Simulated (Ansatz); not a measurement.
I need a short molecular-dynamics run of CH5BSe, SMILES CB[SeH]. Use the Python package of Ansatz (0.2.0). Use (for the species named): BLYP, def2-SVP basis, multiplicity 1.

```yaml
atoms:
  - { symbol: C, position_ang: [-0.6141, 0.7022, -0.3053] }
  - { symbol: B, position_ang: [0.5959, -0.2168, -0.2971] }
  - { symbol: Se, position_ang: [1.3257, -0.8603, 1.4382] }
  - { symbol: H, position_ang: [-1.4146, 0.2686, -0.8765] }
  - { symbol: H, position_ang: [-0.3909, 1.6913, -0.8378] }
  - { symbol: H, position_ang: [-0.9945, 0.9772, 0.7184] }
  - { symbol: H, position_ang: [1.1212, -0.5549, -1.3084] }
  - { symbol: H, position_ang: [0.4635, -2.0645, 1.4127] }
```

The script, `ch5bse_md.py`:
```python
"""A short Born-Oppenheimer trajectory of CH5BSe."""

import logging
import sys

import ansatz
import numpy as np

logging.basicConfig(stream=sys.stdout, format="%(levelname)s:%(name)s:%(message)s")
log = logging.getLogger("ansatz_job")
log.setLevel(logging.INFO)

BASIS = "def2-SVP"
FUNCTIONAL = "BLYP"
N_STEPS = 40
TEMPERATURE_K = 800


def main() -> None:
    geometry_ang = [
        ("C", (-0.6141, 0.7022, -0.3053)),
        ("B", (0.5959, -0.2168, -0.2971)),
        ("Se", (1.3257, -0.8603, 1.4382)),
        ("H", (-1.4146, 0.2686, -0.8765)),
        ("H", (-0.3909, 1.6913, -0.8378)),
        ("H", (-0.9945, 0.9772, 0.7184)),
        ("H", (1.1212, -0.5549, -1.3084)),
        ("H", (0.4635, -2.0645, 1.4127)),
    ]
    molecule = ansatz.Crystal.molecule()
    for symbol, xyz in geometry_ang:
        molecule = molecule.atom(symbol, xyz)

    calculation = (
        molecule.calculation()
        .basis(gaussian=BASIS)
        .functional(FUNCTIONAL)
    )
    symbols = [site.symbol for site in molecule.cartesian_sites]
    start = np.array([site.position_ang for site in molecule.cartesian_sites], dtype=float)
    rep = calculation.relax(force_tolerance=0.02).run(threads=1).report
    end = np.array(rep["positions_ang"])
    minimum = ansatz.Crystal.molecule()
    for symbol, place in zip(symbols, end):
        minimum = minimum.atom(symbol, place.tolist())

    # dynamics from the relaxed geometry
    calculation = (
        minimum.calculation()
        .basis(gaussian=BASIS)
        .functional(FUNCTIONAL)
        .md("nvt_langevin", timestep=0.5, steps=N_STEPS, temperature=TEMPERATURE_K, initial_velocities="maxwell_boltzmann", seed=55, friction=0.01)
    )
    frames = []
    res = calculation.session().plan().execute(on_event=lambda e: frames.append(e["data"]) if e["event"] == "md_step" else None)
    log.info("t (fs)   E_pot (eV)      E_kin (eV)   T (K)   d(0-1) (A)")
    for f in frames[::3]:
        xyz = np.array(f["positions_ang"])
        log.info(f"{f['time_fs']:6.2f} {f['lagrangian_ev']:14.5f} {f['e_kin_ev']:10.5f} {f['temperature_k']:8.1f} {np.linalg.norm(xyz[0] - xyz[1]):9.4f}")
    print("mean temperature", round(float(np.mean([f["temperature_k"] for f in frames])), 1), "K")
    symbols = [site.symbol for site in molecule.cartesian_sites]
    with open("last_frame.xyz", "w") as handle:
        handle.write(f"{len(symbols)}\nt = {frames[-1]['time_fs']} fs\n")
        handle.writelines("{:2s} {:10.5f} {:10.5f} {:10.5f}\n".format(s, *xyz) for s, xyz in zip(symbols, frames[-1]["positions_ang"]))


if __name__ == "__main__":
    main()
```

Running `python ch5bse_md.py` prints:
```text
INFO:ansatz_job:t (fs)   E_pot (eV)      E_kin (eV)   T (K)   d(0-1) (A)
INFO:ansatz_job:  0.00   -67135.42342    0.72386    700.0    1.5727
INFO:ansatz_job:  1.50   -67135.29356    0.68966    666.9    1.5800
INFO:ansatz_job:  3.00   -67135.10247    0.44820    433.4    1.5830
INFO:ansatz_job:  4.50   -67135.18471    0.50058    484.1    1.5827
INFO:ansatz_job:  6.00   -67135.23755    0.52819    510.8    1.5792
INFO:ansatz_job:  7.50   -67135.13526    0.44528    430.6    1.5755
INFO:ansatz_job:  9.00   -67135.06695    0.33427    323.2    1.5781
INFO:ansatz_job: 10.50   -67135.13476    0.40959    396.1    1.5838
INFO:ansatz_job: 12.00   -67135.22577    0.54598    528.0    1.5889
INFO:ansatz_job: 13.50   -67135.23600    0.57131    552.5    1.5904
INFO:ansatz_job: 15.00   -67135.20501    0.57556    556.6    1.5878
INFO:ansatz_job: 16.50   -67135.20948    0.66791    645.9    1.5836
INFO:ansatz_job: 18.00   -67135.19308    0.67534    653.1    1.5812
INFO:ansatz_job: 19.50   -67135.08589    0.58081    561.7    1.5822
mean temperature 527.7 K
```

File `last_frame.xyz` afterwards:
```text
8
t = 20.0 fs
C    -0.76203    0.67967   -0.39074
B     0.42068   -0.35633   -0.20472
Se    0.71431   -1.02702    1.63013
H    -1.71640   -0.01118   -0.66731
H    -0.76385    1.29235   -1.36918
H    -1.15232    1.38402    0.42611
H     1.06827   -0.85171   -1.18768
H     1.64019   -2.21739    1.30804
```

Caveats:
- Total energies depend on the basis set; only differences at equal settings carry meaning.
- The trajectory is only some femtoseconds long, so its temperature is not equilibrated; where the script doesn't relax first, it starts from a rough generated geometry.
- The printed temperature counts all 3N degrees of freedom under Langevin dynamics, so the first row lies under the target.
- The whole script took 120 s on 1 thread of Arm Neoverse V1 (shared host), peak memory 0.19 GiB.
